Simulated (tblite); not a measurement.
# C5H14GeSi: the cost of one run

Computed with tblite 0.8.0 and PySCF 2.14.0, with density-fitted response routines of our own, on a single molecule, in the gas phase or a continuum. Atoms count from 0, in the outputs and in this text.

## Step 1: Starting geometry

21 atoms, charge 0, multiplicity 1; geometry from: force field or distance geometry start.

Bonds of the start (Å): Si0–Ge1 2.32, Ge1–C2 1.92, C2–C3 1.50, C3–C4 1.50, C4–C5 1.53, C5–C6 1.51, C6–C2 1.53, Si0–H7 1.46, Si0–H8 1.48, Si0–H9 1.45, Ge1–H10 1.57, Ge1–H11 1.55, C2–H12 1.12, C3–H13 1.10, C3–H14 1.13, C4–H15 1.11, C4–H16 1.12, C5–H17 1.10, C5–H18 1.11, C6–H19 1.09, C6–H20 1.11.

## Step 2: Optimising the geometry with GFN2-xTB

Job settings and geometry (Å):

```
{"job": {"kind": "relax", "xc": "GFN2-xTB", "basis": "xTB"}, "charge": 0, "multiplicity": 1}
Si     3.197100     0.471500    -0.190600
Ge     1.567800    -1.157000     0.050500
C     -0.040000    -0.253500     0.595100
C     -1.271300    -1.114600     0.568700
C     -2.399700    -0.133900     0.487100
C     -1.856500     1.045400    -0.317900
C     -0.351400     0.914300    -0.335100
H      3.268800     0.919200    -1.580500
H      2.741800     1.626900     0.612300
H      4.462400     0.012200     0.353100
H      2.094600    -2.137000     1.159600
H      1.376200    -1.989900    -1.238500
H      0.111200     0.162800     1.620800
H     -1.234900    -1.860300    -0.236000
H     -1.341900    -1.657000     1.554800
H     -3.283800    -0.568500    -0.013700
H     -2.679700     0.239800     1.501500
H     -2.240600     0.947700    -1.341400
H     -2.188200     1.956600     0.213400
H     -0.035400     0.737400    -1.367300
H      0.094500     1.854800     0.058200
```

Started as:

```sh
OMP_NUM_THREADS=1 python probes_run.py task.json out
```

This one command runs all jobs of the session in turn.

Q: Estimate the wall time and peak memory of this first job on 1 thread of Arm Neoverse N1, shared host.

About 1.8 s, with a peak of 0.18 GiB.
